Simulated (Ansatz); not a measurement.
# Al2Au: the cost of one run

Computed with Ansatz 0.2.0 (DFT PBEsol, frozen-core PAW, scalar-relativistic unless said, unless a step's input says otherwise).

## (1) Starting point

It takes space group Fm-3m (No. 225, cubic). The conventional cell has a = 6.000 Å, b = 6.000 Å, c = 6.000 Å, α = 90.00°, β = 90.00°, γ = 90.00°. Around Al (site symmetry -43m) lie 4 Au at 2.60 Å. Au (site symmetry m-3m) is surrounded by 8 Al at 2.60 Å.

Coordinates:

```xyz
3
Lattice="0.0000 3.0000 3.0000 3.0000 0.0000 3.0000 3.0000 3.0000 0.0000" Properties=species:S:1:pos:R:3 pbc="T T T"
Al    1.5000    1.5000    1.5000
Al    4.5000    4.5000    4.5000
Au    0.0000    0.0000    0.0000
```

Cartesian axes are those of the input's lattice vectors. The structure goes back to a database entry.

## (2) Cell and atoms relaxed, PAW

The input, input.yaml:

```yaml
crystal:
  lattice:
    - [0.0, 3.0, 3.0]
    - [3.0, 0.0, 3.0]
    - [3.0, 3.0, 0.0]
  atoms:
    - { symbol: Al, position: [0.25, 0.25, 0.25] }
    - { symbol: Al, position: [0.75, 0.75, 0.75] }
    - { symbol: Au, position: [0.0, 0.0, 0.0] }
kpoints:
  mp_grid: { grid: [12, 12, 12] }
scf:
  occupations: { method: fermi_dirac, width: 0.1 }
hamiltonian:
  xc: pbesol
  pseudopotentials: { kind: paw }
relax:
  f_tol: 0.002
  max_steps: 80
  cell: {}
output:
  forces: true
  stress: true
```

On the command line:

```console
$ ansatz run input.yaml --threads 1 --pin off --max-ram 3072MiB --backend cpu --events-out ev --progress --plain --runs-dir out
```

Q: Estimate wall time and peak memory on 1 thread of Arm Neoverse V1, shared host.

About 11 s, with a peak of 0.35 GiB.
